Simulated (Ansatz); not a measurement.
**C2H3BO2: basis-set convergence**

How large a basis does C2H3BO2 need? Two functionals are run in growing sets.

The runs use Ansatz 0.2.0, Gaussian basis; one geometry, several basis sets.

Levels to be run: PBE0-D4/def2-SVP; ωB97M-V/def2-SVP; PBE0-D4/def2-QZVPP; ωB97M-V/def2-QZVPP; the functionals' def2-TZVPP values are taken from earlier runs.

## 1. The relaxed structure

The geometry comes from an earlier relaxation with PBE0-D4 in a triple-zeta def2 set; it is a stationary point, not always the lowest conformer.

SMILES `OBC#CO`, 8 atoms, charge 0, spin multiplicity 1.

Atoms are counted from 1 here; the program's logs count them from 0.

Bond lengths: O1–B2 1.357 Å, O1–H6 0.961 Å, B2–C3 1.513 Å, B2–H7 1.195 Å, C3–C4 1.210 Å, C4–O5 1.293 Å, O5–H8 0.965 Å. Angles: B2–O1–H6 112.7°, O1–B2–C3 122.4°, O1–B2–H7 116.6°, C3–B2–H7 121.1°, B2–C3–C4 178.3°, C3–C4–O5 176.1°, C4–O5–H8 110.8°.

## 2. PBE0-D4 in def2-SVP

in.yaml

```yaml
crystal:
  periodic: [false, false, false]
  atoms:
    - {symbol: O, position_ang: [0.196204, 2.079243, -0.899880]}
    - {symbol: B, position_ang: [0.909443, 1.029200, -0.420627]}
    - {symbol: C, position_ang: [0.248754, -0.229815, 0.097711]}
    - {symbol: C, position_ang: [-0.248088, -1.249884, 0.519131]}
    - {symbol: O, position_ang: [-0.697950, -2.369152, 0.984954]}
    - {symbol: H, position_ang: [-0.752613, 1.927769, -0.869806]}
    - {symbol: H, position_ang: [2.099312, 1.144286, -0.426025]}
    - {symbol: H, position_ang: [-1.662864, -2.388548, 0.958643]}
basis:
  gaussian: {orbitals: def2-SVP}
hamiltonian: {xc: pbe0, dispersion: d4}
output: {orbitals: {seedname: orbitals}}
```

Launch:

```console
ansatz run in.yaml --threads 2 --pin off --events-out ev --progress --plain --max-ram 4352MiB
```

Output:

```text
Functional definition: PBE0
  name "PBE0"
  cite "Adamo & Barone, J. Chem. Phys. 110, 6158 (1999) doi:10.1063/1.478522"
  cite "Perdew, Burke & Ernzerhof, Phys. Rev. Lett. 77, 3865 (1996) doi:10.1103/PhysRevLett.77.3865"
  parent pbe
  parameter a = 0.25
  parameter kappa = 0.804
  parameter beta = 0.06672455060314922
  exchange = (1 - a)*pbe_x(kappa = kappa, mu = beta*pi^2/3) + a*exact_x
  correlation = pbe_c(beta = beta)
930 factors; their error is unknown
mean field evaluation 1: about -6872.9632 eV, gradient 5.6e1 eV
mean field evaluation 2: about -6867.5390 eV, gradient 7.5e1 eV
mean field evaluation 4: about -6879.3363 eV, gradient 4.4e0 eV
mean field evaluation 8: about -6879.3781 eV, gradient 1.0e-1 eV
mean field -6879.39260339 eV, -252.8130151548 hartree, gradient 5.6e-5 eV, S^2 0.000000; 0 other end points of the search recorded, 0 dependent functions left out
reference -6879.39262583 eV, -252.8130159794 hartree; 18, 18 occupied and 67, 67 virtual orbitals, 930 factors
Total energy: -6879.48963724 eV, -252.8165810828 hartree
```

Run time: 0.96 s. Hardware: 2 threads of Arm Neoverse V1, shared host.

## 3. ωB97M-V in def2-SVP

in.yaml: that of step 2 with these lines changed.

```diff
@@ -13,3 +13,3 @@
   gaussian: {orbitals: def2-SVP}
-hamiltonian: {xc: pbe0, dispersion: d4}
+hamiltonian: {xc: {name: wB97M-V}}
 output: {orbitals: {seedname: orbitals}}
```

Same command.

Output (excerpt; [...] marks lines left out):

```text
Functional definition: wB97M-V
  name "wB97M-V"
  cite "Mardirossian & Head-Gordon, J. Chem. Phys. 144, 214110 (2016) doi:10.1063/1.4952647"
  cite "Becke, J. Chem. Phys. 107, 8554 (1997) doi:10.1063/1.475007"
  cite "Vydrov & Van Voorhis, J. Chem. Phys. 133, 244103 (2010) doi:10.1063/1.3521275"
  # Of w^i u^j: cxij and so on, Table III.
[...]
  gx(w, u) = 1 - cx + cx01*u + cx10*w
  gss(w, u) = css00 + css04*u^4 + css10*w + css20*w^2 + css43*w^4*u^3
  gos(w, u) = cos00 + cos10*w + (cos20 + cos21*u)*w^2 + (cos60 + cos61*u)*w^6
[...]
      + integral(e_c_pw_mod_opposite_spin*gos(b97_w_opposite, b97_u_opposite)) + vv10(b, c)
930 factors; their error is unknown
210 factors; integrals over basis functions are off by at most 1.4e-5 eV
[...]
mean field -6884.84787869 eV, -253.0134928244 hartree, gradient 4.7e-5 eV, S^2 0.000000; 0 other end points of the search recorded, 0 dependent functions left out
reference -6884.84791502 eV, -253.0134941594 hartree; 18, 18 occupied and 67, 67 virtual orbitals, 930 factors
Total energy: -6884.84791502 eV, -253.0134941594 hartree
```

Wall time 4.1 s (2 threads of Arm Neoverse V1, shared host).

## 4. PBE0-D4 in def2-QZVPP

in.yaml: that of step 3 with these lines changed.

```diff
@@ -12,4 +12,4 @@
 basis:
-  gaussian: {orbitals: def2-SVP}
-hamiltonian: {xc: {name: wB97M-V}}
+  gaussian: {orbitals: "def2-QZVPP.json"}
+hamiltonian: {xc: pbe0, dispersion: d4}
 output: {orbitals: {seedname: orbitals}}
```

Launched as before.

Output:

```text
Functional definition: PBE0
  name "PBE0"
  cite "Adamo & Barone, J. Chem. Phys. 110, 6158 (1999) doi:10.1063/1.478522"
  cite "Perdew, Burke & Ernzerhof, Phys. Rev. Lett. 77, 3865 (1996) doi:10.1103/PhysRevLett.77.3865"
  parent pbe
  parameter a = 0.25
  parameter kappa = 0.804
  parameter beta = 0.06672455060314922
  exchange = (1 - a)*pbe_x(kappa = kappa, mu = beta*pi^2/3) + a*exact_x
  correlation = pbe_c(beta = beta)
1081 factors; their error is unknown
mean field evaluation 1: about -6879.1217 eV, gradient 6.8e1 eV
mean field evaluation 2: about -6872.0039 eV, gradient 8.9e1 eV
mean field evaluation 4: about -6887.7191 eV, gradient 5.8e0 eV
mean field evaluation 8: about -6887.7877 eV, gradient 1.8e-1 eV
mean field evaluation 16: about -6887.7908 eV, gradient 4.8e-5 eV
mean field -6887.79075145 eV, -253.1216414037 hartree, gradient 4.8e-5 eV, S^2 0.000000; 0 other end points of the search recorded, 0 dependent functions left out
reference -6887.79078520 eV, -253.1216426438 hartree; 18, 18 occupied and 357, 357 virtual orbitals, 1081 factors
Total energy: -6887.88779660 eV, -253.1252077472 hartree
```

It took 6.5 s on 2 threads of Arm Neoverse V1, shared host; peak memory 0.82 GiB.

## 5. ωB97M-V in def2-QZVPP

in.yaml: that of step 4 with these lines changed.

```diff
@@ -13,3 +13,3 @@
   gaussian: {orbitals: "def2-QZVPP.json"}
-hamiltonian: {xc: pbe0, dispersion: d4}
+hamiltonian: {xc: {name: wB97M-V}}
 output: {orbitals: {seedname: orbitals}}
```

Same command.

Output (excerpt; [...] marks lines left out):

```text
Functional definition: wB97M-V
  name "wB97M-V"
  cite "Mardirossian & Head-Gordon, J. Chem. Phys. 144, 214110 (2016) doi:10.1063/1.4952647"
  cite "Becke, J. Chem. Phys. 107, 8554 (1997) doi:10.1063/1.475007"
  cite "Vydrov & Van Voorhis, J. Chem. Phys. 133, 244103 (2010) doi:10.1063/1.3521275"
  # Of w^i u^j: cxij and so on, Table III.
[...]
  gx(w, u) = 1 - cx + cx01*u + cx10*w
  gss(w, u) = css00 + css04*u^4 + css10*w + css20*w^2 + css43*w^4*u^3
  gos(w, u) = cos00 + cos10*w + (cos20 + cos21*u)*w^2 + (cos60 + cos61*u)*w^6
[...]
      + integral(e_c_pw_mod_opposite_spin*gos(b97_w_opposite, b97_u_opposite)) + vv10(b, c)
1081 factors; their error is unknown
296 factors; integrals over basis functions are off by at most 1.3e-5 eV
[...]
mean field -6893.46378809 eV, -253.3301216548 hartree, gradient 5.6e-5 eV, S^2 0.000000; 0 other end points of the search recorded, 0 dependent functions left out
reference -6893.46384215 eV, -253.3301236413 hartree; 18, 18 occupied and 357, 357 virtual orbitals, 1081 factors
Total energy: -6893.46384215 eV, -253.3301236413 hartree
```

It took 17 s on 2 threads of Arm Neoverse V1, shared host; peak memory 1 GiB.

## 6. Density functionals: the series

The def2-TZVPP values come from earlier runs at the same geometry.

```tsv
functional	basis	functions	energy (eV)	from the largest (eV)	HOMO (eV)	LUMO (eV)
PBE0-D4	def2-SVP	85	-6879.4896	8.398	-7.49	-0.40
PBE0-D4	def2-TZVPP	197	-6887.5018	0.386	-7.62	-0.59
PBE0-D4	def2-QZVPP	375	-6887.8878	0.000	-7.65	-0.64
ωB97M-V	def2-SVP	85	-6884.8479	8.616	-9.66	1.72
ωB97M-V	def2-TZVPP	197	-6893.1074	0.356	-9.82	1.43
ωB97M-V	def2-QZVPP	375	-6893.4638	0.000	-9.85	0.82
```

## 7. Outcome

```
                                       quantity          value
PBE0-D4: double and triple zeta above quadruple  8.40, 0.39 eV
ωB97M-V: double and triple zeta above quadruple  8.62, 0.36 eV
```

**Reading.** For PBE0-D4 the step from double to triple zeta gains 8.01 eV and the next only 0.39 eV. These are total energies; as a rule much of such shifts cancels in differences, which this series doesn't test. The LUMO of ωB97M-V is positive and keeps falling with the basis (1.72 to 0.82 eV): an unbound level that the basis holds in place.

For PBE0-D4 the largest set took about 7 times as long as the smallest (6.5 s against 0.96 s).
